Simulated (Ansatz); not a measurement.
## CH4Cl2SSn, SMILES C[S][SnH]([Cl])[Cl]: energies of removing a hydrogen, step by step

With the Ansatz DFT code, driven from Python.

The cells in order, each with its output:

**Cell 1**
```python
import ansatz as az
```

**Cell 2**
```python
params = {
    "basis": "def2-SVPD",
    "xc": "r2scan0",
}


def energy_of(molecule, charge=0, unpaired=0):
    calc = (
        molecule.calculation()
        .basis(gaussian=params["basis"])
        .functional(params["xc"])
    )
    if charge:
        calc = calc.charge(charge)
    if unpaired:
        calc = calc.spin("collinear", total=unpaired)
    report = calc.run(threads=1, backend="cpu").report
    if report["published_state_doubts"]:
        print("  doubts:", report["published_state_doubts"])
    return report["free_energy_ev"]
```

**Cell 3**
```python
GEOMETRY = """
C     0.93520   -1.15200   -0.72280
S     0.83290   -0.85140    1.06250
Sn   -0.79800    0.96110    0.89750
Cl   -2.67060    0.18890   -0.10120
Cl    0.14040    2.70150   -0.39880
H     1.23850   -0.16890   -1.24240
H     1.61670   -1.93170   -0.95890
H    -0.08390   -1.36230   -1.11390
H    -1.12280    1.56860    2.56090
"""
```

**Cell 4**
```python
def without(molecule, index):
    rest = az.Crystal.molecule()
    for i, site in enumerate(molecule.cartesian_sites):
        if i != index:
            rest = rest.atom(site.symbol, site.position_ang)
    return rest

system = az.Crystal.molecule()
for line in GEOMETRY.strip().splitlines():
    symbol, *xyz = line.split()
    system = system.atom(symbol, [float(v) for v in xyz])
```

**Cell 5**
```python
whole = energy_of(system, 0)
hydrogen = energy_of(az.Crystal.molecule().atom("H", (0, 0, 0)), 0, 1)
print(f"E(molecule) = {whole:.5f} eV, E(H) = {hydrogen:.5f} eV")
for index in [7, 8]:
    radical = energy_of(without(system, index), 0, 1)
    print(f"H{index}: homolysis {96.485332 * (radical + hydrogen - whole):.1f} kJ/mol")
```
Output:
```text
E(molecule) = -42803.63876 eV, E(H) = -13.58464 eV
H7: homolysis 434.9 kJ/mol
H8: homolysis 284.5 kJ/mol
```

Caveats:
- Total energies depend on the basis set; only differences at equal settings carry meaning.
- The geometry is a force-field or estimated start, not a minimum of this method, and the basis set is short of its limit. All parts are taken at fixed geometry, without zero-point energy.
- def2 sets replace the cores of elements past krypton by effective core potentials.
- The spin-orbit lowering of heavy atoms is left out.
- Timing: 92 s on 1 thread of Arm Neoverse V2, with other jobs on the host, peak memory 0.76 GiB.

(Lines on the test bed's own set-up are left out of the output.)
